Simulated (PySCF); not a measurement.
**One shape, several levels: CH6ClInSi (SMILES [CH3][In]([SiH3])[Cl])**

Aim: a comparison of 6 runs (HF/3-21G, HF/def2-SVP, PBE/STO-3G, PBE0/def2-SVP, CAM-B3LYP/def2-SVPD, CCSD(T)/def2-SVP) of CH6ClInSi. Input form: a Python script.

Program for the calculation: PySCF 2.14.0.

## (1) The molecule

CH6ClInSi: 10 atoms, total charge 0, spin state singlet. As SMILES, `[CH3][In]([SiH3])[Cl]`. Geometry: relaxed at PBE0-D4/def2-TZVP.

Bond lengths: C1–In2 2.141 Å, In2–Si3 2.565 Å, In2–Cl4 2.365 Å, C1–H5 1.091 Å, C1–H6 1.091 Å, C1–H7 1.089 Å, Si3–H8 1.484 Å, Si3–H9 1.489 Å, Si3–H10 1.489 Å. Some angles: C1–In2–Si3 137.7°, C1–In2–Cl4 110.5°, Si3–In2–Cl4 111.8°, In2–C1–H5 110.2°, In2–C1–H6 110.0°, In2–C1–H7 109.0°, In2–Si3–H8 111.0°, In2–Si3–H9 109.7°, In2–Si3–H10 109.9°, H5–C1–H6 108.4°.

## (2) Energy and gradient at HF/3-21G (run 1)

File job.py:

```python
# [CH3][In]([SiH3])[Cl]
import pyscf.grad
from pyscf import gto

system = gto.M(
    atom=[
    ('C', (-0.949700, 1.813700, -0.793500)),
    ('In', (-0.434700, -0.206900, -0.307800)),
    ('Si', (1.361300, -1.433300, 1.052000)),
    ('Cl', (-1.957200, -1.714200, -1.309800)),
    ('H', (-0.111400, 2.307700, -1.287300)),
    ('H', (-1.187700, 2.367500, 0.116300)),
    ('H', (-1.814900, 1.809300, -1.455300)),
    ('H', (1.201100, -2.904800, 0.939400)),
    ('H', (1.261700, -1.039600, 2.484400)),
    ('H', (2.714800, -1.050500, 0.564600)),
],
    basis='3-21g',
    max_memory=1860,
    charge=0,
    verbose=3,
)

hf = system.RHF()
hf.conv_tol = 1e-10
hf.kernel()
if not hf.converged:
    hf = hf.newton().run(hf.mo_coeff, hf.mo_occ)

e_tot = hf.e_tot
print('E = %.10f Eh' % e_tot)
grad = hf.Gradients().kernel()
dip = hf.dip_moment()
pop, q = hf.mulliken_pop()
```

The run is started by

```console
$ OMP_NUM_THREADS=1 python job.py
```

The program printed:

```text
converged SCF energy = -6500.63671167927
[... 9 lines left out ...]
Dipole moment(X, Y, Z, Debye):  2.45604,  3.25054,  1.56882
[... 89 lines left out ...]
charge of    9H =     -0.15985
```

It took 6.3 s on 1 thread of Intel Xeon at 2.70GHz, shared host; peak memory 0.15 GiB.

## (3) Energy and forces at HF/def2-SVP (core potential) (run 2)

File calc.py:

```python
# [CH3][In]([SiH3])[Cl]
import pyscf.grad
from pyscf import gto

system = gto.Mole()
system.atom = '''
C   -0.949700   1.813700  -0.793500
In  -0.434700  -0.206900  -0.307800
Si   1.361300  -1.433300   1.052000
Cl  -1.957200  -1.714200  -1.309800
H   -0.111400   2.307700  -1.287300
H   -1.187700   2.367500   0.116300
H   -1.814900   1.809300  -1.455300
H    1.201100  -2.904800   0.939400
H    1.261700  -1.039600   2.484400
H    2.714800  -1.050500   0.564600
'''
system.ecp = {'In': 'def2-svp'}
system.max_memory = 1860
system.basis = 'def2-svp'
system.charge = 0
system.verbose = 4
system.spin = 0
system.build()

myscf = system.RHF()
myscf.conv_tol = 1e-10
myscf.kernel()
if not myscf.converged:
    myscf = myscf.newton().run(myscf.mo_coeff, myscf.mo_occ)

e_tot = myscf.e_tot
print('E(%s) = %.9f' % ('HF', e_tot))
grad = myscf.Gradients().kernel()
myscf.analyze()
```

The run is started by

```console
$ OMP_NUM_THREADS=1 python calc.py
```

The program printed:

```text
PySCF version 2.14.0

[... 93 lines left out ...]
MO #6   energy= -7.97383253236625  occ= 2
[... 19 lines left out ...]
MO #26  energy= -0.528925723354766 occ= 2
[... 19 lines left out ...]
MO #46  energy= 0.370782140559593  occ= 0
[... 19 lines left out ...]
MO #66  energy= 0.930511300694155  occ= 0
[... 19 lines left out ...]
MO #86  energy= 1.91551126568037   occ= 0
[... 19 lines left out ...]
MO #106 energy= 61.6612604064882   occ= 0
[... 119 lines left out ...]
Dipole moment(X, Y, Z, Debye):  2.00176,  2.44452,  1.28803
```

Wall time 17 s (1 thread of Intel Xeon at 2.70GHz, shared host); peak memory 0.24 GiB.

Runs 3 to 5 aren't shown in full; the table further down has their settings and results.

## (4) The energy at CCSD(T)/def2-SVP (core potential) (run 6)

File input.xyz:

```xyz
10
CH6ClInSi
C     -0.949700     1.813700    -0.793500
In    -0.434700    -0.206900    -0.307800
Si     1.361300    -1.433300     1.052000
Cl    -1.957200    -1.714200    -1.309800
H     -0.111400     2.307700    -1.287300
H     -1.187700     2.367500     0.116300
H     -1.814900     1.809300    -1.455300
H      1.201100    -2.904800     0.939400
H      1.261700    -1.039600     2.484400
H      2.714800    -1.050500     0.564600
```

File input.py:

```python
from pyscf import gto, scf, cc

mol = gto.M(
    atom='input.xyz',
    ecp={'In': 'def2-svp'},
    max_memory=1860,
    basis='def2-svp',
    verbose=4,
)

calc0 = scf.RHF(mol)
calc0.conv_tol = 1e-10
calc0.kernel()
if not calc0.converged:
    calc0 = calc0.newton().run(calc0.mo_coeff, calc0.mo_occ)

mycc = cc.CCSD(calc0, frozen=15)
mycc.kernel()
e_t = mycc.ccsd_t()
etot = mycc.e_tot + e_t
print(f'total energy: {etot:.8f} hartree')
calc0.analyze()
```

The run is started by

```console
$ OMP_NUM_THREADS=1 python input.py
```

The program printed:

```text
PySCF version 2.14.0

[... 110 lines left out ...]
MO #6   energy= -7.97383253236625  occ= 2
[... 19 lines left out ...]
MO #26  energy= -0.528925723354766 occ= 2
[... 19 lines left out ...]
MO #46  energy= 0.370782140559593  occ= 0
[... 19 lines left out ...]
MO #66  energy= 0.930511300694155  occ= 0
[... 19 lines left out ...]
MO #86  energy= 1.91551126568037   occ= 0
[... 19 lines left out ...]
MO #106 energy= 61.6612604064882   occ= 0
[... 119 lines left out ...]
Dipole moment(X, Y, Z, Debye):  2.00176,  2.44452,  1.28803
```

Wall time 65 s (1 thread of Intel Xeon at 2.70GHz, shared host); peak memory 0.74 GiB.

## (5) All runs side by side

| run | level | core potential | integration grid | energy (Eh) | dipole moment (D) of the reference | HOMO energy (eV) | LUMO energy (eV) | wall time |
| --- | --- | --- | --- | --- | --- | --- | --- | --- |
| 1 | HF/3-21G | – | – | -6500.636712 | 4.37 | -9.98 | 0.70 | 6.3 s |
| 2 | HF/def2-SVP (core potential) | def2-svp | – | -978.787562 | 3.41 | -9.84 | 0.87 | 17 s |
| 3 | PBE/STO-3G | – | 5 | -6466.493164 | 3.08 | -3.31 | 0.50 | 30 s |
| 4 | PBE0/def2-SVP (core potential) | def2-svp | 5 | -980.994517 | 3.16 | -7.35 | -1.74 | 74 s |
| 5 | CAM-B3LYP/def2-SVPD (core potential) | def2-svp | 5 | -981.296882 | 3.54 | -8.69 | -0.99 | 4 min |
| 6 | CCSD(T)/def2-SVP (core potential) | def2-svp | – | -979.325862 | 3.41 | -9.84 | 0.87 | 65 s |

## (6) Summary of results

```
                                           quantity          value
                                run 6: total energy  -979.32586 Eh
        run 6: dipole moment (Hartree–Fock density)         3.41 D
         run 6: HOMO energy (Hartree–Fock orbitals)       -9.84 eV
         run 6: LUMO energy (Hartree–Fock orbitals)        0.87 eV
       run 6: HOMO–LUMO gap (Hartree–Fock orbitals)       10.71 eV
run 6: correlation energy (15 core orbitals frozen)     -538.3 mEh
                              run 6: (T) correction     -14.14 mEh
                               run 6: T1 diagnostic          0.011
```

**Reading.** Over runs 1, 2, 3, 4, 5 the dipole moment (its size) runs from 3.08 D (PBE/STO-3G) to 4.37 D (HF/3-21G). The two ends differ in method and basis. Over runs 1, 2, 3, 4, 5 the HOMO–LUMO gap runs from 3.81 eV (PBE/STO-3G) to 10.71 eV (HF/def2-SVP). The two ends differ in method and basis and core potential. Totals of different functionals can't be ranked against each other. Some runs of one species differ in core potentials or relativity; totals across that change don't compare. In run 3 the basis is minimal, so the values are rough. In runs 1, 3 relativity is left out where basis or elements ask for it. All runs together took 7.2 min, the longest 4 min.
